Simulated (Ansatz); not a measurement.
# GeH5NOSi: up Jacob's ladder to CCSD(T)

One table from this session's results is given with a row withheld; the runs are named, their logs left out.

Computed with Ansatz 0.2.0, Gaussian basis. Level: functionals in def2-TZVPP, the program's frozen cores in correlated methods.

The runs, in order: LDA (SPW92), PBE-D4, revPBE-D4, BLYP-D4, r2SCAN-D4, B97M-V, PBE0-D4, B3LYP-D4, r2SCANh-D4, r2SCAN0-D4, HSE06-D4, BHLYP-D4, CAM-B3LYP-D4, LC-ωPBE, ωB97X-V, ωB97M-V, B2PLYP, PBE-QIDH; CCSD(T)/def2-SVP; CCSD(T)/def2-TZVPP; MP2/def2-QZVPP; extrapolation to the limit; RPA on PBE.

**The geometry**

An earlier PBE0-D4 in a triple-zeta def2 set relaxation fixed the geometry.

SMILES `N[SiH]1[O][GeH2]1`, 9 atoms, charge 0, spin multiplicity 1.

Atoms are counted from 1 here; the program's logs count them from 0.

Bond lengths: N1–Si2 1.688 Å, N1–H5 1.006 Å, N1–H6 1.006 Å, Si2–O3 1.629 Å, Si2–Ge4 2.283 Å, Si2–H7 1.482 Å, O3–Ge4 1.916 Å, Ge4–H8 1.542 Å, Ge4–H9 1.542 Å. Angles: Si2–N1–H5 123.6°, Si2–N1–H6 121.8°, H5–N1–H6 113.2°, N1–Si2–O3 117.8°, N1–Si2–Ge4 127.6°, N1–Si2–H7 106.4°, O3–Si2–Ge4 55.7°, O3–Si2–H7 120.0°, Ge4–Si2–H7 121.2°, Si2–O3–Ge4 79.7°, Si2–Ge4–O3 44.6°, Si2–Ge4–H8 125.6°, Si2–Ge4–H9 123.1°, O3–Ge4–H8 107.9°, O3–Ge4–H9 106.6°, H8–Ge4–H9 108.4°.

Geometry (Å):

```mol
GeH5NOSi
  3D, bonds by distance, orders not assigned

  9  9  0  0  0  0  0  0  0  0999 V2000
   -0.8541    1.6364    0.0739 N   0  0
    0.3126    0.4995   -0.3700 Si  0  0
    1.1354   -0.2484    0.8202 O   0  0
    0.2756   -1.7522    0.0018 Ge  0  0
   -1.4906    1.5092    0.8423 H   0  0
   -1.1126    2.3959   -0.5327 H   0  0
    1.0410    1.0761   -1.5245 H   0  0
    1.3710   -2.7510   -0.4225 H   0  0
   -0.5898   -2.4121    1.0946 H   0  0
  1  2  8  0
  2  3  8  0
  3  4  8  0
  1  5  8  0
  1  6  8  0
  2  7  8  0
  4  8  8  0
  4  9  8  0
  2  4  8  0
M  END
```

The first run:

Contents of in.yaml:

```yaml
crystal:
  periodic: [false, false, false]
  atoms:
    - {symbol: N, position_ang: [-0.854106, 1.636410, 0.073883]}
    - {symbol: Si, position_ang: [0.312553, 0.499535, -0.370024]}
    - {symbol: O, position_ang: [1.135351, -0.248352, 0.820167]}
    - {symbol: Ge, position_ang: [0.275552, -1.752190, 0.001829]}
    - {symbol: H, position_ang: [-1.490576, 1.509179, 0.842286]}
    - {symbol: H, position_ang: [-1.112576, 2.395910, -0.532685]}
    - {symbol: H, position_ang: [1.041010, 1.076097, -1.524523]}
    - {symbol: H, position_ang: [1.371011, -2.750972, -0.422538]}
    - {symbol: H, position_ang: [-0.589818, -2.412116, 1.094604]}
basis:
  gaussian: {orbitals: def2-TZVPP}
hamiltonian: {xc: lda}
output: {orbitals: {seedname: orbitals}}
```

Launch:

```bash
ansatz run in.yaml --threads 4 --pin off --events-out ev --progress --plain --max-ram 10444MiB
```

Steps of the session up to this table: LDA; PBE-D4 (GGA); revPBE-D4 (GGA); BLYP-D4 (GGA); r2SCAN-D4 (meta-GGA); B97M-V (meta-GGA); B3LYP-D4 (hybrid); r2SCANh-D4 (hybrid); r2SCAN0-D4 (hybrid); HSE06-D4 (hybrid); BHLYP-D4 (hybrid); CAM-B3LYP-D4 (range-separated); LC-ωPBE (range-separated); ωB97X-V (range-separated); ωB97M-V (range-separated); B2PLYP (double hybrid); PBE-QIDH (double hybrid).

One table of the session follows, with a row left open; its other results are not shown here.

It belongs to the step «Frontier levels by functional». 

| functional | HOMO (eV) | gap (eV) |
| --- | --- | --- |
| LDA (SPW92) | -5.54 | 3.83 |
| PBE-D4 | -5.40 | 3.89 |
| revPBE-D4 | -5.35 | 3.93 |
| BLYP-D4 | -5.28 | 3.86 |
| r2SCAN-D4 | -5.64 | 4.32 |
| B97M-V | -5.69 | 4.31 |
| PBE0-D4 | -6.48 | 5.78 |
| B3LYP-D4 | -6.31 | 5.36 |
| r2SCANh-D4 | -6.04 | 5.01 |
| r2SCAN0-D4 | -6.64 | 6.04 |
| HSE06-D4 | ? | ? |
| BHLYP-D4 | -7.48 | 7.63 |
| CAM-B3LYP-D4 | -7.74 | 8.03 |
| LC-ωPBE | -8.98 | 10.41 |
| ωB97X-V | -8.68 | 9.99 |
| ωB97M-V | -8.54 | 9.65 |

Q: Estimate the row for HSE06-D4 from the others.

**Answer.** HOMO (eV): -6.09; gap (eV): 5.01. In the column «HOMO (eV)» it lies between B3LYP-D4 (-6.31) and r2SCANh-D4 (-6.04).
